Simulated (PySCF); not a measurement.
# C4H12BP: magnetic properties

Computed with PySCF 2.14.0 and routines of our own; the level stands in each step. Atoms count from 0.

### 1 The starting structure

18 atoms, charge 0, multiplicity 1; geometry from: GFN2-xTB.

### 2 Magnetic properties: GIAO KT3/pcSseg-1

Job settings and geometry (Å):

```
{"job": {"kind": "mag", "xc": "KT3", "basis": "pcSseg-1", "isotopologues": 2}, "charge": 0, "multiplicity": 1}
B      0.081100    -1.009645     1.817989
P      0.204827    -0.208870     0.072810
C      1.041338    -1.212947    -1.215447
C      1.153572     1.364967     0.017294
C     -1.336404     0.235022    -0.778845
C     -2.245185     1.017489    -0.219366
H      1.218415    -1.187716     2.133518
H     -0.479276    -0.204591     2.495492
H     -0.536883    -2.016754     1.668080
H      1.099035    -0.682254    -2.164837
H      0.484549    -2.139655    -1.345654
H      2.044237    -1.460430    -0.872052
H      2.145488     1.179341     0.425566
H      0.649916     2.095621     0.646763
H      1.235185     1.749918    -0.997681
H     -1.502906    -0.212905    -1.751206
H     -3.175001     1.264943    -0.706893
H     -2.090768     1.434783     0.762811
```

Method: GIAO KT3/pcSseg-1 magnetisability, rotational g tensor and spin-rotation constants, non-relativistic, gas phase.

The run is started by

```sh
OMP_NUM_THREADS=1 python excited_run.py task.json out
```

This one command runs all jobs of the session in turn.

Q: Estimate the wall time and peak memory of this first job on 1 thread of AMD EPYC 9R45, shared host.

About 21 s, with a peak of 0.63 GiB.
